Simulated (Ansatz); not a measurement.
**CH₅BFNSi: up Jacob's ladder to CCSD(T)**

The task here is to estimate one member of a computed series from the others.

Method: functionals in def2-TZVPP, the program's frozen cores in correlated methods; program: Ansatz 0.2.0, Gaussian basis.

The runs, in order: PBE-D4, r2SCAN-D4, PBE0-D4, B3LYP-D4, ωB97X-V, ωB97M-V, B2PLYP; CCSD(T)/def2-TZVPP; MP2/def2-QZVPP; extrapolation to the limit.

### Structure used throughout

The geometry comes from an earlier relaxation with PBE0-D4 in a triple-zeta def2 set; it is a stationary point, not always the lowest conformer.

10 atoms, charge 0, spin multiplicity 1.

Atoms are counted from 1 here; the program's logs count them from 0.

Bond lengths: B1–C2 1.591 Å, B1–Si5 2.029 Å, B1–H6 1.206 Å, B1–H7 1.206 Å, C2–F3 1.314 Å, C2–N4 1.297 Å, N4–Si5 1.856 Å, N4–H8 1.014 Å, Si5–H9 1.489 Å, Si5–H10 1.489 Å. Angles: C2–B1–Si5 79.0°, C2–B1–H6 112.2°, C2–B1–H7 112.3°, Si5–B1–H6 116.9°, Si5–B1–H7 117.1°, H6–B1–H7 114.3°, B1–C2–F3 130.4°, B1–C2–N4 111.6°, F3–C2–N4 118.1°, C2–N4–Si5 93.5°, C2–N4–H8 123.2°, Si5–N4–H8 143.3°, B1–Si5–N4 75.9°, B1–Si5–H9 125.4°, B1–Si5–H10 125.4°, N4–Si5–H9 106.0°, N4–Si5–H10 106.0°, H9–Si5–H10 106.9°.

The first run:

File in.yaml:

```yaml
crystal:
  periodic: [false, false, false]
  atoms:
    - {symbol: B, position_ang: [-0.078136, 0.335440, 1.207647]}
    - {symbol: C, position_ang: [-0.819699, -0.649949, 0.202445]}
    - {symbol: F, position_ang: [-1.835167, -1.460230, 0.399186]}
    - {symbol: N, position_ang: [-0.296487, -0.604728, -0.983164]}
    - {symbol: Si, position_ang: [0.974993, 0.656505, -0.497065]}
    - {symbol: H, position_ang: [-0.796303, 1.229484, 1.581326]}
    - {symbol: H, position_ang: [0.483502, -0.255295, 2.096458]}
    - {symbol: H, position_ang: [-0.633724, -1.161622, -1.760506]}
    - {symbol: H, position_ang: [2.297057, 0.051619, -0.820125]}
    - {symbol: H, position_ang: [0.787263, 1.807674, -1.423201]}
basis:
  gaussian: {orbitals: def2-TZVPP}
hamiltonian: {xc: pbe, dispersion: d4}
output: {forces: true, orbitals: {seedname: orbitals}}
```

Started as:

```bash
$ ansatz run in.yaml --threads 4 --pin off --events-out ev --progress --plain --max-ram 10444MiB
```

Steps of the session up to this table: PBE-D4 (GGA); r2SCAN-D4 (meta-GGA); PBE0-D4 (hybrid); B3LYP-D4 (hybrid); ωB97X-V (range-separated); ωB97M-V (range-separated); B2PLYP (double hybrid); CCSD(T) in def2-TZVPP; MP2 in def2-QZVPP.

One of the session's tables, all rows but one given; the rest of the session is left out.

| method | atomisation energy (eV) |
| --- | --- |
| PBE-D4 | 38.444 |
| r2SCAN-D4 | 37.543 |
| PBE0-D4 | ? |
| B3LYP-D4 | 37.394 |
| ωB97X-V | 37.557 |
| ωB97M-V | 37.545 |
| B2PLYP | 36.899 |
| HF/def2-TZVPP | 26.401 |
| MP2/def2-TZVPP | 36.790 |
| CCSD/def2-TZVPP | 35.410 |
| CCSD(T)/def2-TZVPP | 36.081 |
| MP2/CBS | 37.805 |
| CCSD(T)/CBS | 37.095 |

Q: Estimate the row for PBE0-D4 from the others.

**Answer.** atomisation energy (eV): 37.546. In the column «atomisation energy (eV)» it lies between ωB97M-V (37.545) and ωB97X-V (37.557).
